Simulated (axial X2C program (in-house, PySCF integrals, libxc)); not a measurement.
# RuH⁺: from the state search to constants

What are the state, bond length, wavenumber and bond energy of RuH⁺, and what does spin–orbit coupling change?

Computed with an in-house X2C program for linear molecules on PySCF integrals. Level: all-electron X2C, Ru dyall-cv3z, H dyall-v3z.

All values are calculated.

**1. Input**

File task.json:

```json
{"zs": [44, 1], "q": 1, "bas": ["dyall-cv3z", "dyall-v3z"], "levels": ["PBE0", "HF", "LDA"], "cc": true, "r0": 1.57, "thr": -2.0, "nmax": 90, "npts": 10, "nst": 2, "ntry": 6}
```

Keys: zs atomic numbers; q charge; bas basis sets; levels methods (HF also brings MP2); cc coupled cluster on or off; r0 starting distance in Å; thr threshold in hartree for freezing inner shells (an s shell follows its p shell); nmax most natural virtual spinors; npts points asked for on the curve; nst determinants followed; ntry starts of the search.

The run is started by

```bash
$ python so2c.py task.json out
```

Spin-free means the one-electron spin-free X2C Hamiltonian; two-component (2c) means X2C with spin–orbit coupling and atomic mean-field two-electron Coulomb and Gaunt terms. Basis: Ru dyall-cv3z contracted to [12s12p8d5f3g], H dyall-v3z contracted to [6s2p1d]; Gaussian nuclei, density fitting. Masses: Ru 101.904 u, H 1.008 u.

Notation: σ, π±, δ± give the projection m of an orbital's angular momentum (0, ±1, ±2), α and β its spin, Λ and M_S the sums; ω is the projection of a spinor's total angular momentum and Ω the sum. Logs are in hartree.

The results follow Hamiltonian by Hamiltonian and level by level.

**2. Which state to follow**

Determinants are compared with PBE0 at 1.570 Å.

Spin-free determinants:

```csv
ΔE (eV),state,open shells
0.00,"M_S = 2, Λ = 1","beyond closed shells: σα, π+α, π+β, π-α, δ+α, δ-α"
0.13,"M_S = 2, Λ = 2","beyond closed shells: σα, π+α, π-α, δ+α, δ+β, δ-α"
0.14,"M_S = 1, Λ = 0","beyond closed shells: δ+α, δ-α"
0.36,"M_S = 1, Λ = 3","beyond closed shells: π+α, π+β, π-α, δ+α, δ+β, δ-α"
0.50,"M_S = 1, Λ = 1","beyond closed shells: π+α, π-α, π-β, δ+α, δ+β, δ-α"
0.84,"M_S = 1, Λ = 0","beyond closed shells: π+α, π-α"
0.90,"M_S = 0, Λ = 3","beyond closed shells: π+α, π+β, π-β, δ+α, δ+β, δ-α"
```

Two-component determinants:

```
ΔE (eV)  state                              open shells
   0.00  Ω = 3   excess of +ω over −ω: ω = 1/2, ω = 5/2
   0.05  Ω = 4   excess of +ω over −ω: ω = 3/2, ω = 5/2
   0.11  Ω = 1  excess of +ω over −ω: ω = -3/2, ω = 5/2
   0.50  Ω = 2  excess of +ω over −ω: ω = -1/2, ω = 5/2
   0.59  Ω = 2   excess of +ω over −ω: ω = 1/2, ω = 3/2
   0.88  Ω = 1  excess of +ω over −ω: ω = -1/2, ω = 3/2
   1.05  Ω = 0                             closed shell
```

**3. PBE0, spin-free**

State followed: M_S = 2, Λ = 1 (beyond closed shells: σα, π+α, π+β, π-α, δ+α, δ-α). The scan is laid around 1.602 Å, a first estimate of the minimum, and this SCF restarts from the orbitals of the search.

The SCF at the reference distance of 1.602 Å:

```text
spin-free X2C-1e  PBE0
basis functions 167  fitting functions 766  grid points 5075
iter        total energy     max residual
   1      -4529.063276477     5.50e+00
   2      -4530.313525947     2.18e-01
   3      -4530.347242750     5.86e-02
   4      -4530.349893251     4.33e-02
   5      -4530.351263962     9.68e-03
   6      -4530.351291335     7.00e-03
   7      -4530.351420899     2.29e-03
   8      -4530.351423269     4.19e-04
   9      -4530.351423965     3.86e-04
  10      -4530.351424164     3.81e-05
  11      -4530.351424169     1.57e-05
converged
one-electron -6260.10959972  Coulomb 1849.81762931  exact exchange -33.14080579  xc functional -101.45285352  nuclear repulsion 14.53420554
```

Along the bond, energies from the lowest point:

| R (Å) | E (eV) | μ (D) | HOMO (eV) | LUMO (eV) | iterations |
| --- | --- | --- | --- | --- | --- |
| 1.394 | 0.4329 | -1.29 | -14.13 | -11.18 | 45 |
| 1.458 | 0.1869 | -1.33 | -14.17 | -11.11 | 23 |
| 1.506 | 0.0766 | -1.36 | -14.20 | -11.06 | 20 |
| 1.554 | 0.0174 | -1.37 | -14.22 | -11.02 | 16 |
| 1.602 | 0.0000 | -1.38 | -14.23 | -10.98 | 11 |
| 1.658 | 0.0223 | -1.39 | -14.24 | -10.93 | 16 |
| 1.714 | 0.0811 | -1.38 | -14.23 | -10.90 | 14 |
| 1.786 | 0.1974 | -1.37 | -14.20 | -10.85 | 14 |
| 1.874 | 0.3838 | -1.33 | -14.15 | -10.80 | 14 |
| 2.002 | 0.7070 | -1.24 | -14.04 | -10.71 | 15 |

Dipoles are positive if H is the positive end and refer to the centre of mass.

Outer orbitals at the reference distance:

| symmetry | occupied | ε (eV) | atomic character |
| --- | --- | --- | --- |
| σα | yes | -18.19 | 72% Ru d, 23% H s |
| δ-α | yes | -17.68 | 100% Ru d |
| δ+α | yes | -17.68 | 100% Ru d |
| π+α | yes | -16.89 | 98% Ru d |
| π-α | yes | -16.89 | 98% Ru d |
| σβ | yes | -16.62 | 46% Ru d, 40% H s, 9% Ru s |
| π+β | yes | -14.52 | 97% Ru d |
| σα | yes | -14.23 | 48% Ru s, 31% H s, 18% Ru d |
| π-β | no | -10.98 | 97% Ru d, 2% H p |
| δ+β | no | -10.79 | 100% Ru d |
| δ-β | no | -10.64 | 100% Ru d |
| σβ | no | -9.81 | 42% Ru d, 38% Ru s, 18% H s |

PBE0 fields in the half plane through the axis: z from -2.4 to 3.9 Å across, distance from the axis 0.15 to 2.25 Å upwards; Ru lies at z = 0 and H at z = 1.602 Å; the ELF is damped to zero where the density is low.

log10 density (e/bohr³). Ten even steps from ' ' (-6.03 ) to '@' (1.72 ):
```
....::::::----------------::::::::....      
..::::--------========----------::::....    
..::::----==================------::::....  
::::----====++++++++++++========----::::....
::----====++++******++++++++======----::....
::----==++++****##******++++++++====--::::..
::--====++**####%%####********++++==--::::..
::--====++**##%%@@%%##********++++==----::..
```

ELF. Ten even steps from '0' (0.00 ) to '9' (1.00 ):
```
0000000001000000000000
0000001111111100000000
0000011222222222000000
0000112222223466400000
0000123333224788840000
0000124665325899982000
0000136747637999994000
0000137161648999996000
```

Re = 1.601 Å, ωe = 2007 cm⁻¹, ωexe = 29.5 cm⁻¹, Be = 6.591 cm⁻¹, De = 1.98 eV, μ = -1.38 D.

**4. HF, spin-free**

The SCF at the reference distance of 1.602 Å:

```text
spin-free X2C-1e  HF
basis functions 167  fitting functions 766  grid points 5075
iter        total energy     max residual
   1      -4528.320988007     4.45e-01
   2      -4528.340644221     8.51e-03
   3      -4528.342647282     3.48e-02
   4      -4528.343684602     2.00e-02
   5      -4528.344163145     3.50e-03
   6      -4528.344405285     8.19e-03
   7      -4528.344523198     5.51e-03
   8      -4528.344573392     7.14e-04
   9      -4528.344584867     8.77e-04
  10      -4528.344586536     4.51e-04
  11      -4528.344586713     5.45e-05
  12      -4528.344586730     2.32e-05
  13      -4528.344586732     1.42e-05
  14      -4528.344586732     1.71e-06
converged
one-electron -6259.05345101  Coulomb 1848.82298586  exact exchange -132.64832713  xc functional 0.00000000  nuclear repulsion 14.53420554
```

Re = 1.653 Å, ωe = 1834 cm⁻¹, ωexe = 43 cm⁻¹, Be = 6.185 cm⁻¹, De = 0.950 eV, μ = -2.48 D.

**5. LDA, spin-free**

Output at 1.602 Å:

```text
spin-free X2C-1e  LDA
basis functions 167  fitting functions 766  grid points 5075
iter        total energy     max residual
   1      -4525.627826904     1.06e+00
   2      -4525.638385592     1.39e-02
   3      -4525.639660734     7.76e-02
   4      -4525.639780221     4.07e-03
   5      -4525.639930807     2.13e-02
   6      -4525.639950602     4.86e-03
   7      -4525.639955135     1.76e-03
   8      -4525.639955311     6.96e-04
   9      -4525.639955326     1.49e-05
  10      -4525.639955326     7.79e-06
converged
one-electron -6259.40475576  Coulomb 1849.01103343  exact exchange 0.00000000  xc functional -129.78043855  nuclear repulsion 14.53420554
```

Re = 1.597 Å, ωe = 2005 cm⁻¹, ωexe = 33 cm⁻¹, Be = 6.624 cm⁻¹, De = 2.86 eV, μ = -0.89 D.

**6. MP2 and beyond, spin-free**

Correlated methods: 8 electrons correlated (frozen shells, counted by type: Ru 4 s, 3 p, 1 d; H none), 224 virtual spinors in MP2, 90 natural virtuals in coupled cluster.

Output of the correlated part at 1.602 Å:

```text
correlated 8  virtual 224  natural virtual 90  E(MP2) -0.182911866  MP2 remainder -0.004587484
iter   CCSD correlation   residual
   1     -0.183857561   8.40e-02
   2     -0.188630109   4.41e-02
   3     -0.190681546   2.47e-02
   4     -0.191374669   1.14e-02
   5     -0.191590285   3.84e-03
   6     -0.191624631   1.52e-03
   7     -0.191633207   5.55e-04
   8     -0.191633679   2.01e-04
   9     -0.191632321   8.26e-05
  10     -0.191632028   2.93e-05
  11     -0.191632157   1.14e-05
  12     -0.191632285   4.65e-06
  13     -0.191632343   1.95e-06
  14     -0.191632371   9.52e-07
  15     -0.191632391   4.47e-07
  16     -0.191632401   1.99e-07
(T) -0.006828437  T1 0.0506  D1 0.1307  max T2 0.072
```

T1 in the output is the amplitude norm over the root of the electron number; divide by √2 for the Lee–Taylor value.

MP2: Re = 1.570 Å, ωe = 2149 cm⁻¹, Be = 6.853 cm⁻¹, De = 1.48 eV.

CCSD: Re = 1.604 Å, ωe = 2022 cm⁻¹, ωexe = 23.1 cm⁻¹, Be = 6.563 cm⁻¹, De = 1.76 eV. T1 at Re = 0.036 (Lee–Taylor, the printed value over √2).

CCSD(T): Re = 1.604 Å, ωe = 2014 cm⁻¹, ωexe = 24 cm⁻¹, Be = 6.564 cm⁻¹, De = 1.80 eV. T1 at Re = 0.036 (Lee–Taylor, the printed value over √2).

**7. A higher determinant, spin-free**

State: M_S = 2, Λ = 2 (beyond closed shells: σα, π+α, π-α, δ+α, δ+β, δ-α).

Output at the reference distance:

```text
spin-free X2C-1e  PBE0
basis functions 167  fitting functions 766  grid points 5075
iter        total energy     max residual
   1      -4529.053592568     5.47e+00
   2      -4530.308274197     2.17e-01
   3      -4530.343008363     5.92e-02
   4      -4530.345817913     4.11e-02
   5      -4530.347090913     9.20e-03
   6      -4530.347105995     5.40e-03
   7      -4530.347205018     2.01e-03
   8      -4530.347207382     3.91e-04
   9      -4530.347208056     3.30e-04
  10      -4530.347208265     5.26e-05
  11      -4530.347208269     1.47e-05
converged
one-electron -6260.57437584  Coulomb 1850.30135885  exact exchange -33.14624266  xc functional -101.46215416  nuclear repulsion 14.53420554
```

| R (Å) | E above the lowest PBE0 point (eV) |
| --- | --- |
| 1.394 | 0.698 |
| 1.458 | 0.400 |
| 1.506 | 0.254 |
| 1.554 | 0.162 |
| 1.602 | 0.115 |
| 1.658 | 0.106 |
| 1.714 | 0.136 |
| 1.786 | 0.219 |
| 1.874 | 0.369 |

Re = 1.641 Å, ωe = 1912 cm⁻¹, ωexe = 31 cm⁻¹, Be = 6.27 cm⁻¹, μ = -1.46 D. Te = 0.10 eV.

**8. The spin-free curves together**

Energy (eV) of the followed determinant, spin-free, from each level's lowest point:

| R (Å) | PBE0 | HF | MP2 | CCSD | CCSD(T) | LDA |
| --- | --- | --- | --- | --- | --- | --- |
| 1.394 | 0.433 | 0.604 | 0.339 | n/a | n/a | 0.417 |
| 1.458 | 0.187 | 0.310 | 0.123 | 0.198 | 0.197 | 0.176 |
| 1.506 | 0.077 | 0.164 | 0.036 | 0.083 | 0.083 | 0.070 |
| 1.554 | 0.017 | 0.069 | 0.000 | 0.020 | 0.020 | 0.014 |
| 1.602 | 0.000 | 0.017 | 0.006 | 0.000 | 0.000 | 0.000 |
| 1.658 | 0.022 | 0.000 | 0.057 | 0.020 | 0.020 | 0.025 |
| 1.714 | 0.081 | 0.021 | 0.145 | 0.078 | 0.078 | 0.085 |
| 1.786 | 0.197 | 0.090 | 0.303 | 0.197 | 0.195 | 0.202 |
| 1.874 | 0.384 | 0.216 | 0.550 | n/a | n/a | 0.385 |
| 2.002 | 0.707 | 0.426 | 0.961 | n/a | n/a | 0.699 |

**9. PBE0, 2c**

State followed: Ω = 3 (excess of +ω over −ω: ω = 1/2, ω = 5/2). The scan is laid around 1.602 Å, a first estimate of the minimum, and this SCF restarts from the orbitals of the search.

Output at 1.602 Å:

```text
two-component X2C + atomic mean field  PBE0
basis functions 167  fitting functions 766  grid points 5075
iter        total energy     max residual
   1      -4527.221129937     4.72e+00
   2      -4528.477194750     1.86e-01
   3      -4528.510945859     5.03e-02
   4      -4528.513628888     3.72e-02
   5      -4528.515004541     8.07e-03
   6      -4528.515028809     5.95e-03
   7      -4528.515159587     1.93e-03
   8      -4528.515161984     3.42e-04
   9      -4528.515162697     3.29e-04
  10      -4528.515162897     3.76e-05
  11      -4528.515162903     1.32e-05
converged
one-electron -6255.13189195  Coulomb 1848.83839544  exact exchange -33.12152527  xc functional -101.39590172  nuclear repulsion 14.53420554  atomic mean-field constant -2.23844494
```

Along the bond, energies from the lowest point:

| R (Å) | E (eV) | μ (D) | HOMO (eV) | LUMO (eV) | iterations |
| --- | --- | --- | --- | --- | --- |
| 1.394 | 0.4338 | -1.29 | -14.11 | -11.12 | 39 |
| 1.458 | 0.1875 | -1.33 | -14.16 | -11.05 | 24 |
| 1.506 | 0.0770 | -1.36 | -14.18 | -11.00 | 19 |
| 1.554 | 0.0177 | -1.37 | -14.20 | -10.96 | 17 |
| 1.602 | 0.0000 | -1.38 | -14.21 | -10.92 | 11 |
| 1.658 | 0.0220 | -1.39 | -14.22 | -10.89 | 16 |
| 1.714 | 0.0805 | -1.38 | -14.21 | -10.88 | 14 |
| 1.786 | 0.1964 | -1.37 | -14.18 | -10.86 | 14 |
| 1.874 | 0.3824 | -1.33 | -14.13 | -10.84 | 14 |
| 2.002 | 0.7051 | -1.25 | -14.02 | -10.80 | 15 |

Dipoles are positive if H is the positive end and refer to the centre of mass.

Outer spinors at the reference distance:

| ω | occupied | ε (eV) | atomic character | λ mixture |
| --- | --- | --- | --- | --- |
| 1/2 | yes | -18.19 | 72% Ru d, 23% H s | 100% σ |
| -3/2 | yes | -17.81 | 100% Ru d | 100% δ |
| 5/2 | yes | -17.53 | 100% Ru d | 100% δ |
| -1/2 | yes | -17.00 | 93% Ru d, 4% H s | 90% π, 10% σ |
| 3/2 | yes | -16.83 | 98% Ru d | 100% π |
| -1/2 | yes | -16.58 | 50% Ru d, 36% H s, 8% Ru s | 90% σ, 10% π |
| 1/2 | yes | -14.60 | 94% Ru d | 96% π, 4% σ |
| 1/2 | yes | -14.21 | 46% Ru s, 30% H s, 22% Ru d | 96% σ, 4% π |
| -3/2 | no | -10.92 | 97% Ru d, 2% H p | 100% π |
| 3/2 | no | -10.91 | 100% Ru d | 100% δ |
| -5/2 | no | -10.53 | 100% Ru d | 100% δ |
| -1/2 | no | -9.81 | 42% Ru d, 38% Ru s, 18% H s | 100% σ |

PBE0 fields in the half plane through the axis: z from -2.4 to 3.9 Å across, distance from the axis 0.15 to 2.25 Å upwards; Ru lies at z = 0 and H at z = 1.602 Å; the ELF is damped to zero where the density is low.

log10 density (e/bohr³). Ten even steps from '0' (-6.03 ) to '9' (1.72 ):
```
1122233333333222211000
1223333444433333221100
1223344444444433322110
2233445555554444332211
2334455666555544433211
2334556676665555443221
2344567787766665543221
2344567898766665543321
```

ELF. Ten even steps from '0' (0.00 ) to '9' (1.00 ):
```
0000000001000000000000
0000001111111100000000
0000011222222222000000
0000112222223466400000
0000123333224788840000
0000124665325999982000
0000136747637999994000
0000137161648999996000
```

Re = 1.601 Å, ωe = 2006 cm⁻¹, ωexe = 29.4 cm⁻¹, Be = 6.588 cm⁻¹, De = 1.91 eV, μ = -1.38 D.

**10. HF, 2c**

The SCF at the reference distance of 1.602 Å:

```text
two-component X2C + atomic mean field  HF
basis functions 167  fitting functions 766  grid points 5075
iter        total energy     max residual
   1      -4526.483837010     4.46e-01
   2      -4526.503509640     8.48e-03
   3      -4526.505518048     3.49e-02
   4      -4526.506559619     2.01e-02
   5      -4526.507041677     3.47e-03
   6      -4526.507284079     8.17e-03
   7      -4526.507401662     5.48e-03
   8      -4526.507451616     7.08e-04
   9      -4526.507463094     8.79e-04
  10      -4526.507464789     4.53e-04
  11      -4526.507464980     5.30e-05
  12      -4526.507465005     3.40e-05
  13      -4526.507465012     2.83e-05
  14      -4526.507465015     9.24e-06
  15      -4526.507465016     6.59e-06
  16      -4526.507465016     5.43e-06
  17      -4526.507465017     1.26e-06
converged
one-electron -6254.07635243  Coulomb 1847.84422089  exact exchange -132.57109408  xc functional 0.00000000  nuclear repulsion 14.53420554  atomic mean-field constant -2.23844494
```

Re = 1.653 Å, ωe = 1833 cm⁻¹, ωexe = 42.8 cm⁻¹, Be = 6.18 cm⁻¹, De = 0.883 eV, μ = -2.48 D.

**11. LDA, 2c**

The SCF at the reference distance of 1.602 Å:

```text
two-component X2C + atomic mean field  LDA
basis functions 167  fitting functions 766  grid points 5075
iter        total energy     max residual
   1      -4523.795146212     1.06e+00
   2      -4523.805713774     1.39e-02
   3      -4523.806986804     7.86e-02
   4      -4523.807101454     4.12e-03
   5      -4523.807256639     2.14e-02
   6      -4523.807275994     4.91e-03
   7      -4523.807280597     1.79e-03
   8      -4523.807280770     7.03e-04
   9      -4523.807280785     1.06e-05
  10      -4523.807280785     1.05e-05
converged
one-electron -6254.42918092  Coulomb 1848.03390257  exact exchange 0.00000000  xc functional -129.70776304  nuclear repulsion 14.53420554  atomic mean-field constant -2.23844494
```

Re = 1.597 Å, ωe = 2003 cm⁻¹, ωexe = 33 cm⁻¹, Be = 6.621 cm⁻¹, De = 2.79 eV, μ = -0.89 D.

**12. MP2 and beyond, 2c**

Correlated methods: 8 electrons correlated (frozen shells, counted by type: Ru 4 s, 3 p, 1 d; H none), 224 virtual spinors in MP2, 90 natural virtuals in coupled cluster.

Output of the correlated part at 1.602 Å:

```text
correlated 8  virtual 224  natural virtual 90  E(MP2) -0.182936795  MP2 remainder -0.004603253
iter   CCSD correlation   residual
   1     -0.183885132   8.40e-02
   2     -0.188661883   4.41e-02
   3     -0.190715627   2.48e-02
   4     -0.191418057   1.16e-02
   5     -0.191638509   4.06e-03
   6     -0.191675669   1.82e-03
   7     -0.191686648   9.26e-04
   8     -0.191687062   5.74e-04
   9     -0.191684697   3.83e-04
  10     -0.191683140   2.13e-04
  11     -0.191685211   1.11e-04
  12     -0.191686375   4.88e-05
  13     -0.191687151   2.48e-05
  14     -0.191687574   1.47e-05
  15     -0.191687748   8.36e-06
  16     -0.191687810   4.49e-06
  17     -0.191687784   2.36e-06
  18     -0.191687769   1.29e-06
(T) -0.006838747  T1 0.0508  D1 0.1306  max T2 0.072
```

MP2: Re = 1.571 Å, ωe = 2146 cm⁻¹, Be = 6.848 cm⁻¹, De = 1.41 eV.

CCSD: Re = 1.605 Å, ωe = 2019 cm⁻¹, ωexe = 22.5 cm⁻¹, Be = 6.558 cm⁻¹, De = 1.69 eV. T1 at Re = 0.036 (Lee–Taylor, the printed value over √2).

CCSD(T): Re = 1.605 Å, ωe = 2011 cm⁻¹, ωexe = 23.3 cm⁻¹, Be = 6.559 cm⁻¹, De = 1.73 eV. T1 at Re = 0.036 (Lee–Taylor, the printed value over √2).

**13. A higher determinant, 2c**

State: Ω = 4 (excess of +ω over −ω: ω = 3/2, ω = 5/2).

Output at the reference distance:

```text
two-component X2C + atomic mean field  PBE0
basis functions 167  fitting functions 766  grid points 5075
iter        total energy     max residual
   1      -4527.213801212     4.69e+00
   2      -4528.474459187     1.86e-01
   3      -4528.509362740     5.18e-02
   4      -4528.512232582     3.74e-02
   5      -4528.513632794     7.76e-03
   6      -4528.513663339     5.92e-03
   7      -4528.513793160     1.81e-03
   8      -4528.513796758     2.92e-04
   9      -4528.513798790     6.10e-04
  10      -4528.513800605     1.82e-04
  11      -4528.513801123     1.66e-04
  12      -4528.513801751     1.48e-04
  13      -4528.513801837     7.30e-05
  14      -4528.513801847     9.10e-06
converged
one-electron -6255.70586970  Coulomb 1849.42907821  exact exchange -33.12695557  xc functional -101.40581538  nuclear repulsion 14.53420554  atomic mean-field constant -2.23844494
```

| R (Å) | E above the lowest PBE0 point (eV) |
| --- | --- |
| 1.394 | 0.473 |
| 1.458 | 0.309 |
| 1.506 | 0.170 |
| 1.554 | 0.082 |
| 1.602 | 0.037 |
| 1.658 | 0.030 |
| 1.714 | 0.061 |
| 1.786 | 0.146 |
| 1.874 | 0.297 |

No constants are quoted: the solution changes its character somewhere along the scan, so the fit is set aside.

**14. The 2c curves together**

Energy (eV) of the followed determinant, 2c, from each level's lowest point:

| R (Å) | PBE0 | HF | MP2 | CCSD | CCSD(T) | LDA |
| --- | --- | --- | --- | --- | --- | --- |
| 1.394 | 0.434 | 0.606 | 0.340 | n/a | n/a | 0.418 |
| 1.458 | 0.188 | 0.312 | 0.124 | 0.199 | 0.198 | 0.177 |
| 1.506 | 0.077 | 0.165 | 0.036 | 0.084 | 0.084 | 0.070 |
| 1.554 | 0.018 | 0.070 | 0.000 | 0.021 | 0.021 | 0.015 |
| 1.602 | 0.000 | 0.017 | 0.006 | 0.000 | 0.000 | 0.000 |
| 1.658 | 0.022 | 0.000 | 0.055 | 0.020 | 0.020 | 0.025 |
| 1.714 | 0.080 | 0.021 | 0.143 | 0.077 | 0.077 | 0.085 |
| 1.786 | 0.196 | 0.089 | 0.301 | 0.195 | 0.194 | 0.201 |
| 1.874 | 0.382 | 0.215 | 0.547 | n/a | n/a | 0.384 |
| 2.002 | 0.705 | 0.425 | 0.957 | n/a | n/a | 0.697 |

Time for the job: 2.4 min (1 thread of Arm Neoverse V1, shared host); peak memory 0.52 GiB.

**15. Results**

Lowest determinant that the search found at its distance, spin-free: M_S = 2, Λ = 1 (beyond closed shells: σα, π+α, π+β, π-α, δ+α, δ-α).

Lowest determinant that the search found at its distance, 2c: Ω = 3 (excess of +ω over −ω: ω = 1/2, ω = 5/2).

```csv
Hamiltonian,level,Re (Å),ωe (cm⁻¹),De (eV),μ (D)
spin-free,PBE0,1.601,2007,1.98,-1.38
spin-free,HF,1.653,1834,0.950,-2.48
spin-free,MP2,1.570,2149,1.48,n/a
spin-free,CCSD,1.604,2022,1.76,n/a
spin-free,CCSD(T),1.604,2014,1.80,n/a
spin-free,LDA,1.597,2005,2.86,-0.89
2c,PBE0,1.601,2006,1.91,-1.38
2c,HF,1.653,1833,0.883,-2.48
2c,MP2,1.571,2146,1.41,n/a
2c,CCSD,1.605,2019,1.69,n/a
2c,CCSD(T),1.605,2011,1.73,n/a
2c,LDA,1.597,2003,2.79,-0.89
```

Dipoles are positive if H is the positive end and refer to the centre of mass.

Time per point (s) on 1 thread of Arm Neoverse V1, shared host (2c runs; CCSD comes with the CCSD(T) run); the times are rough: PBE0 0.81, HF 0.56, MP2 0.65, CCSD(T) 3.5, LDA 0.33.

At CCSD(T), going from spin-free to two-component changes Re by +1 mÅ, ωe by -0.2 %; the spin-free picture holds up (part of it comes from the scalar share of the two-electron terms). De moves by -0.07 eV; both De rest on single-determinant atoms, which can miss part of an open shell's spin–orbit lowering.

De refers to Ru+ + H, each in the lowest determinant found, which need not be this curve's own limit. Each curve is one determinant whose occupation by symmetry is held fixed; it was picked as the lowest of a PBE0 search that is not exhaustive. De is counted from the lowest determinant-based energies of the atoms at the same level, without counterpoise correction. Density functionals use the spin component along the axis (collinear). Coupled cluster ran in a truncated set of natural virtual spinors; the MP2 energy of the rest was added. With several unpaired electrons one determinant need not be a pure state. At some level an empty orbital lies below a filled one. The spin-free determinant is spin-contaminated at some levels, which hurts MP2 most. T1 at Re is 0.036 (Lee–Taylor), above the customary mark of 0.02.
